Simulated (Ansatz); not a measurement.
# LaBRh3 (Pm-3m) in Ansatz: reference runs

How does LaBRh3 come out in PBEsol? The cell is run as given and disturbed.

All numbers are computed with Ansatz 0.2.0; they aren't measurements. Logs are shortened: lines on timing, memory, paths and dates and some standing lists are left out, and cuts for length are marked.

## (1) The crystal as given

Symmetry: Pm-3m, No. 221, cubic system. The conventional cell has a = 4.242 Å, b = 4.242 Å, c = 4.242 Å, α = 90.00°, β = 90.00°, γ = 90.00°. La (site symmetry m-3m) is surrounded by 12 Rh at 3.00 Å. Around Rh (site symmetry 4/mmm) lie 2 B at 2.12 Å. B (site symmetry m-3m) has 6 Rh at 2.12 Å as nearest neighbours.

## (2) Single point, PBEsol

Input file input.yaml:

```yaml
crystal:
  lattice:
    - [4.242, 0.0, 0.0]
    - [0.0, 4.242, 0.0]
    - [0.0, 0.0, 4.242]
  atoms:
    - { symbol: La, position: [0.0, 0.0, 0.0] }
    - { symbol: Rh, position: [0.5, 0.5, 0.0] }
    - { symbol: Rh, position: [0.5, 0.0, 0.5] }
    - { symbol: Rh, position: [0.0, 0.5, 0.5] }
    - { symbol: B, position: [0.5, 0.5, 0.5] }
hamiltonian:
  xc: pbesol
  pseudopotentials: { kind: paw }
kpoints:
  mp_grid: { grid: [6, 6, 6] }
scf:
  occupations: { method: fermi_dirac, width: 0.05 }
output:
  forces: true
  stress: true
  eigenvalues: true
```

Potentials or basis: Ansatz PAW.

On the command line:

```
$ ansatz run input.yaml --threads 2 --pin off --max-ram 5632MiB --backend cpu --events-out ev --progress --plain --runs-dir out
```

The program printed:

```text
Warning: RAYON_NUM_THREADS=2 ignored (pool sized by the plan → 2); use --threads N
Engine: ansatz 0.2.0, x86_64-unknown-linux-gnu
Pseudopotentials: kind: paw
Pseudopotential: La, paw, valence charge 11, recommended cutoff 420 eV (normal), La.paw.azcp
Pseudopotential: Rh, paw, valence charge 17, recommended cutoff 420 eV (normal), Rh.paw.azcp
Pseudopotential: B, paw, valence charge 3, recommended cutoff 420 eV (normal), B.paw.azcp
Functional definition: PBEsol
  exchange = pbesol_x
  correlation = pbesol_c
Crystal: 5 atoms, lattice volume = 76.333 Å³
Basis set: ecut = 420 eV, 1503 PW (Γ), exchange–correlation on 60×60×60 points (8 copies of the dense FFT grid, shifted against one another)
Bands: 39, of which v1, the nominal top of the filled ones, is band 33 counted from 1 (32 counted from 0)
Symmetry: 48 space group operations
Space group: Pm-3m (ITA 221), of the structure as read, at distance tolerance 4.2e-5 Å
k-points: 20 of 216
Non-local potential: La, projectors of the file, l = 0: 3, l = 1: 2, l = 2: 2, l = 3: 3
Non-local potential: Rh, projectors of the file, l = 0: 3, l = 1: 2, l = 2: 2, l = 3: 1
Non-local potential: B, projectors of the file, l = 0: 2, l = 1: 2, l = 2: 1
PAW form: soft (Blöchl's): semilocal exchange-correlation on the pseudo side does not see the compensation charge
PAW frozen core: La, regenerated for the run's functional, and the local potential with it (the file was generated under x = pbe(κ = 0.804, μ = 0.2195149727645171), c = pbe(β = 0.06672455060314922))
PAW frozen core: Rh, regenerated for the run's functional, and the local potential with it (the file was generated under x = pbe(κ = 0.804, μ = 0.2195149727645171), c = pbe(β = 0.06672455060314922))
PAW frozen core: B, regenerated for the run's functional, and the local potential with it (the file was generated under x = pbe(κ = 0.804, μ = 0.2195149727645171), c = pbe(β = 0.06672455060314922))
PAW one-centre angular grid: La, 590 points (default); XC on 64 Gauss nodes
PAW one-centre angular grid: Rh, 590 points (default); XC on 64 Gauss nodes
PAW one-centre angular grid: B, 110 points (default); XC on 64 Gauss nodes
Initial density: superposition of atomic densities (neutral atoms: chi_scale 0, normalization atom), corrected by the library's trained network
Initial wavefunctions: pseudopotential atomic-orbital guess
Functional: x = pbesol(κ = 0.804, μ = 0.12345679012345678), c = pbesol(β = 0.046)
SCF iter   1: F=—  HF=-25333.599567 eV  |F-HF|=—  |Δ(HF+E_count)|=         —  Δρ=1.05e-2  dr2=1.17e-1  ethr=1.77e-3  ⟨swp⟩=4.7  Hψ=2722  notcnv=0
preconditioner: auto → Kerker (q_TF=auto, 2.656 Å⁻¹)  [metal: Δε(μ)=0.103 eV  Ē_g=7.264 eV  σ=0.050 eV  W_gap=0.42  n_scr=26 (ndim 8)  ℏωp=26.5 eV  f_vac=0.000  D(μ)=3.91/eV (n_scr^D=32)]
SCF iter   2: F=—  HF=-25333.579764 eV  |F-HF|=—  |Δ(HF+E_count)|=   1.98e-2  Δρ=3.65e-3  dr2=1.62e-2  ethr=1.81e-4  ⟨swp⟩=2.2  Hψ=1642  notcnv=0  defer=28
SCF iter   3: F=—  HF=-25333.576730 eV  |F-HF|=—  |Δ(HF+E_count)|=   3.03e-3  Δρ=9.57e-4  dr2=8.81e-4  ethr=2.50e-5  ⟨swp⟩=2.0  Hψ=1189  notcnv=0  defer=28
SCF iter   4: F=—  HF=-25333.576561 eV  |F-HF|=—  |Δ(HF+E_count)|=   1.69e-4  Δρ=1.34e-4  dr2=2.97e-5  ethr=1.36e-6  ⟨swp⟩=2.1  Hψ=1220  notcnv=0  defer=28
SCF iter   5: F=—  HF=-25333.576604 eV  |F-HF|=—  |Δ(HF+E_count)|=   4.24e-5  Δρ=4.62e-5  dr2=1.42e-6  ethr=4.57e-8  ⟨swp⟩=2.0  Hψ=1246  notcnv=0  defer=28
SCF iter   6: F=-25333.576604 eV  HF=-25333.576604 eV  |F-HF|=2.74e-8  |Δ(HF+E_count)|=   3.05e-7  Δρ=9.88e-6  dr2=6.11e-8  ethr=1.54e-10  ⟨swp⟩=9.7  Hψ=3644  notcnv=0
SCF 1 converged in 6 iterations: F = -25333.576604 eV  dr2 = 6.11e-8
SCF converged after 6 iterations
Free energy (F): -25333.576604 eV
Harris-Foulkes:  -25333.576604 eV  (|F-HF|=2.74e-8)
Internal energy: -25333.544897 eV  (E = F + TS)
E sigma→0 (E₀):  -25333.560750 eV
Entropy (-TS):   -0.031706 eV (-6.341 meV/atom)
Fermi energy:    17.727697 eV
--- Per-component energies (eV) ---
  E_band       = -384.773860
  E_kinetic    = 1969.618691
  E_local      = -6191.957723  (includes V_loc(G=0)·N_el)
  E_nonlocal   = 1184.431323
  E_hartree    = 2282.170835
  E_xc         = -834.391103
  E_vxc        = -1022.169784  (∫ρ·V_xc dr)
  E_paw        = -15979.842397  (= ΣΔE_a)
  E_vpaw       = -889.022424  (= ΣTr[D̂ρ^β])
  E_aug_tail   = 0.002495  (compensation charges beyond the density's cutoff)
  E_ewald      = -7764.589837
  E_core_change = 1.012820  (= ΣΔE_core)
  E_smearing   = -0.031706  (= −TS)
  E_closure    = -0.000000  (closes the sum)
  Σ components = -25333.576604   (vs F -25333.576604, Δ=0.00e0)
--- Forces (eV/Å), atoms counted from 1 ---
  atom   1  La    -0.00000000     0.00000000    -0.00000000
  atom   2  Rh     0.00000000    -0.00000000     0.00000000
  atom   3  Rh     0.00000000    -0.00000000    -0.00000000
  atom   4  Rh     0.00000000     0.00000000     0.00000000
  atom   5  B      0.00000000     0.00000000     0.00000000
  max |Σ_I F_I| component: 2.34e-28 eV/Å
--- Stress (GPa, compression-positive) ---
       -2.325651      -0.000000       0.000000
        0.000000      -2.325651      -0.000000
        0.000000       0.000000      -2.325651
  P = ⅓ Tr σ = -2.3257 GPa (-23.257 kbar)
--- Band table (eV; the first three rows and the last of 20) ---
  k-point 0: bands = ["-60.1855", "-60.1573", "-60.1573", "-28.4132", "-28.4132", "-28.4132", "-27.9837", "-27.9837", "-27.9837", "-27.9759", "-27.9759", "-27.9759", "-13.4049", "2.7927", "2.7927", "2.7927", "8.0107", "13.4417", "13.4417", "13.4882", "13.5432", "13.5432", "13.5432", "15.9493", "15.9493", "15.9493", "16.5379", "16.5379", "17.1967", "17.1967", "17.1967", "17.9545", "17.9880", "17.9880", "17.9880", "21.1358", "21.1358", "21.1358", "21.3625"]
  k-point 1: bands = ["-60.1838", "-60.1590", "-60.1573", "-28.4110", "-28.4110", "-28.4088", "-27.9890", "-27.9845", "-27.9845", "-27.9773", "-27.9773", "-27.9763", "-13.3964", "2.6596", "2.7785", "2.7785", "8.2294", "13.6371", "13.6463", "13.6576", "13.6632", "13.6632", "13.8462", "15.2993", "15.7989", "16.0575", "16.0575", "16.5226", "16.5226", "16.5347", "17.4835", "17.7525", "17.9885", "18.6990", "18.6990", "21.1116", "21.1505", "21.1505", "21.4133"]
  k-point 2: bands = ["-60.1795", "-60.1633", "-60.1573", "-28.4065", "-28.4065", "-28.3997", "-27.9997", "-27.9871", "-27.9871", "-27.9792", "-27.9792", "-27.9771", "-13.3795", "2.4114", "2.7505", "2.7505", "8.7556", "13.6285", "13.8716", "13.9611", "13.9611", "14.2129", "14.2358", "14.6645", "15.4553", "15.6651", "15.6651", "16.4438", "16.4438", "16.4718", "17.0848", "17.2530", "17.9896", "19.3660", "19.3660", "21.0610", "21.2388", "21.2388", "21.2413"]
  k-point 19: bands = ["-60.1667", "-60.1667", "-60.1667", "-28.5509", "-28.3155", "-28.3155", "-28.0618", "-28.0618", "-28.0618", "-27.9187", "-27.9187", "-27.9187", "-13.3545", "2.5574", "2.5574", "2.5574", "11.5220", "11.5220", "11.5220", "11.8388", "14.6299", "14.8294", "14.8294", "14.8294", "15.4170", "15.4170", "15.4170", "16.4349", "16.4349", "17.8193", "17.8193", "17.8193", "19.8130", "19.8130", "19.8130", "20.5168", "20.5168", "20.5168", "21.3382"]
```

It took 0.96 s on 2 threads of Intel Xeon 6975P-C (Granite Rapids), shared host; peak memory 0.45 GiB.

Results:

```yaml
Free_energy: -25333.5766 eV
Pressure: -2.3 GPa
Band_gap_on_the_k_mesh: none (metal or under the smearing width)
```

Caveat: the PAW data sets come from PBE, with cores solved anew for the run's functional, which leaves a small shift of forces and pressure. Spin-orbit coupling is left out, which matters for the levels of La.

## (3) Single point, PBEsol (atoms moved at random, drawn with an rms of 0.05 Å)

Input file input.yaml:

```yaml
crystal:
  lattice:
    - [4.242, 0.0, 0.0]
    - [0.0, 4.242, 0.0]
    - [0.0, 0.0, 4.242]
  atoms:
    - { symbol: La, position: [0.000757, -0.003088, -0.003507] }
    - { symbol: Rh, position: [0.483813, 0.501143, -0.006469] }
    - { symbol: Rh, position: [0.502501, -0.00247, 0.499224] }
    - { symbol: Rh, position: [0.001941, 0.497255, 0.509749] }
    - { symbol: B, position: [0.495876, 0.499828, 0.503352] }
hamiltonian:
  xc: pbesol
  pseudopotentials: { kind: paw }
kpoints:
  mp_grid: { grid: [6, 6, 6] }
scf:
  occupations: { method: fermi_dirac, width: 0.05 }
output:
  forces: true
  stress: true
  eigenvalues: true
```

Potentials or basis: Ansatz PAW.

On the command line:

```
$ ansatz run input.yaml --threads 2 --pin off --max-ram 5632MiB --backend cpu --events-out ev --progress --plain --runs-dir out
```

The program printed:

```text
Warning: RAYON_NUM_THREADS=2 ignored (pool sized by the plan → 2); use --threads N
[... 8 set-up lines as earlier in the session ...]
Crystal: 5 atoms, lattice volume = 76.333 Å³
Basis set: ecut = 420 eV, 1503 PW (Γ), exchange–correlation on 60×60×60 points (8 copies of the dense FFT grid, shifted against one another)
Bands: 39, of which v1, the nominal top of the filled ones, is band 33 counted from 1 (32 counted from 0)
Symmetry: 1 space group operations
Space group: P1 (ITA 1), of the structure as read, at distance tolerance 4.2e-5 Å
k-points: 112 of 216 (time reversal used)
[... 13 set-up lines as earlier in the session ...]
SCF iter   1: F=—  HF=-25333.559371 eV  |F-HF|=—  |Δ(HF+E_count)|=         —  Δρ=1.06e-2  dr2=1.20e-1  ethr=1.77e-3  ⟨swp⟩=4.7  Hψ=15213  notcnv=0
preconditioner: auto → Kerker (q_TF=auto, 2.656 Å⁻¹)  [metal: Δε(μ)=0.006 eV  Ē_g=7.267 eV  σ=0.050 eV  W_gap=0.03  n_scr=26 (ndim 8)  ℏωp=26.5 eV  f_vac=0.000  D(μ)=3.97/eV (n_scr^D=32)]
SCF iter   2: F=—  HF=-25333.539159 eV  |F-HF|=—  |Δ(HF+E_count)|=   2.02e-2  Δρ=3.70e-3  dr2=1.66e-2  ethr=1.85e-4  ⟨swp⟩=2.2  Hψ=9229  notcnv=0  defer=160
SCF iter   3: F=—  HF=-25333.536090 eV  |F-HF|=—  |Δ(HF+E_count)|=   3.07e-3  Δρ=9.71e-4  dr2=9.00e-4  ethr=2.56e-5  ⟨swp⟩=2.0  Hψ=6498  notcnv=0  defer=160
SCF iter   4: F=—  HF=-25333.535922 eV  |F-HF|=—  |Δ(HF+E_count)|=   1.68e-4  Δρ=1.36e-4  dr2=3.05e-5  ethr=1.39e-6  ⟨swp⟩=2.2  Hψ=6692  notcnv=0  defer=160
SCF iter   5: F=—  HF=-25333.535943 eV  |F-HF|=—  |Δ(HF+E_count)|=   2.07e-5  Δρ=4.82e-5  dr2=1.62e-6  ethr=4.69e-8  ⟨swp⟩=2.0  Hψ=7336  notcnv=0  defer=160
SCF iter   6: F=-25333.535942 eV  HF=-25333.535943 eV  |F-HF|=3.61e-8  |Δ(HF+E_count)|=   3.37e-7  Δρ=1.09e-5  dr2=7.55e-8  ethr=1.54e-10  ⟨swp⟩=10.5  Hψ=20598  notcnv=0
SCF 1 converged in 6 iterations: F = -25333.535942 eV  dr2 = 7.55e-8
SCF converged after 6 iterations
Free energy (F): -25333.535942 eV
Harris-Foulkes:  -25333.535943 eV  (|F-HF|=3.61e-8)
Internal energy: -25333.503766 eV  (E = F + TS)
E sigma→0 (E₀):  -25333.519854 eV
Entropy (-TS):   -0.032176 eV (-6.435 meV/atom)
Fermi energy:    17.726225 eV
--- Per-component energies (eV) ---
  E_band       = -384.832666
  E_kinetic    = 1969.888592
  E_local      = -6198.374235  (includes V_loc(G=0)·N_el)
  E_nonlocal   = 1184.534581
  E_hartree    = 2285.240128
  E_xc         = -834.451580
  E_vxc        = -1022.250328  (∫ρ·V_xc dr)
  E_paw        = -15979.896280  (= ΣΔE_a)
  E_vpaw       = -889.093486  (= ΣTr[D̂ρ^β])
  E_aug_tail   = 0.002511  (compensation charges beyond the density's cutoff)
  E_ewald      = -7761.460303
  E_core_change = 1.012820  (= ΣΔE_core)
  E_smearing   = -0.032176  (= −TS)
  E_closure    = 0.000000  (closes the sum)
  Σ components = -25333.535942   (vs F -25333.535942, Δ=0.00e0)
--- Forces (eV/Å), atoms counted from 1 ---
  atom   1  La    -0.21736952     0.06940128     0.22782535
  atom   2  Rh     0.46484155    -0.10598744     0.52970557
  atom   3  Rh    -0.13189253     0.10643623    -0.02110507
  atom   4  Rh    -0.35783953     0.01508606    -0.35999477
  atom   5  B      0.24223788    -0.08492949    -0.37640800
  max |Σ_I F_I| component: 2.31e-5 eV/Å
--- Stress (GPa, compression-positive) ---
       -1.919840      -0.013744       0.155985
       -0.013743      -2.149569      -0.006402
        0.155988      -0.006402      -1.907660
  P = ⅓ Tr σ = -1.9924 GPa (-19.924 kbar)
--- Band table (eV; the first three rows and the last of 112) ---
  k-point 0: bands = ["-60.1854", "-60.1570", "-60.1562", "-28.4182", "-28.4119", "-28.4108", "-27.9858", "-27.9847", "-27.9816", "-27.9773", "-27.9768", "-27.9739", "-13.4023", "2.7887", "2.7930", "2.7943", "8.0128", "13.4353", "13.4443", "13.4886", "13.5324", "13.5419", "13.5472", "15.9213", "15.9403", "15.9589", "16.4708", "16.5282", "17.1342", "17.2247", "17.2614", "17.9542", "17.9768", "17.9896", "18.0608", "21.1392", "21.1411", "21.1429", "21.3716"]
  k-point 1: bands = ["-60.1837", "-60.1588", "-60.1562", "-28.4196", "-28.4097", "-28.4026", "-27.9917", "-27.9869", "-27.9838", "-27.9787", "-27.9778", "-27.9713", "-13.3939", "2.6609", "2.7746", "2.7792", "8.2311", "13.5931", "13.6327", "13.6534", "13.6716", "13.6990", "13.8481", "15.2687", "15.7786", "16.0483", "16.0582", "16.4648", "16.5589", "16.6008", "17.4801", "17.7555", "17.9849", "18.6969", "18.7074", "21.1156", "21.1530", "21.1557", "21.4219"]
  k-point 2: bands = ["-60.1793", "-60.1632", "-60.1561", "-28.4186", "-28.4053", "-28.3899", "-28.0038", "-27.9912", "-27.9881", "-27.9798", "-27.9787", "-27.9695", "-13.3769", "2.4128", "2.7466", "2.7512", "8.7559", "13.6183", "13.7953", "13.9541", "14.0236", "14.2099", "14.2305", "14.6668", "15.4187", "15.6734", "15.7139", "16.4329", "16.4464", "16.4755", "17.0892", "17.2593", "17.9868", "19.3548", "19.3668", "21.0547", "21.1953", "21.2423", "21.2899"]
  k-point 111: bands = ["-60.1675", "-60.1657", "-60.1653", "-28.5525", "-28.3161", "-28.3135", "-28.0649", "-28.0626", "-28.0613", "-27.9195", "-27.9185", "-27.9171", "-13.3518", "2.5545", "2.5582", "2.5594", "11.5009", "11.5201", "11.5284", "11.8537", "14.6304", "14.8120", "14.8288", "14.8427", "15.3985", "15.4224", "15.4241", "16.4176", "16.4343", "17.7971", "17.8147", "17.8195", "19.8019", "19.8052", "19.8206", "20.5244", "20.5253", "20.5337", "21.3479"]
```

It took 6.4 s on 2 threads of Intel Xeon 6975P-C (Granite Rapids), shared host; peak memory 0.56 GiB.

What came out:

- Free energy: -25333.5359 eV
- Pressure: -2.0 GPa
- Largest force: 0.713 eV/Å
- Band gap on the k mesh: none (metal or under the smearing width)

Forces on the atoms (eV/Å):
```
La  -0.217  0.069  0.228
Rh   0.465 -0.106  0.530
Rh  -0.132  0.106 -0.021
Rh  -0.358  0.015 -0.360
B    0.242 -0.085 -0.376
```

Stress tensor (GPa, compression positive):
```
-1.92 -0.01  0.16
-0.01 -2.15 -0.01
 0.16 -0.01 -1.91
```

Caveat: the PAW data sets come from PBE, with cores solved anew for the run's functional, which leaves a small shift of forces and pressure.
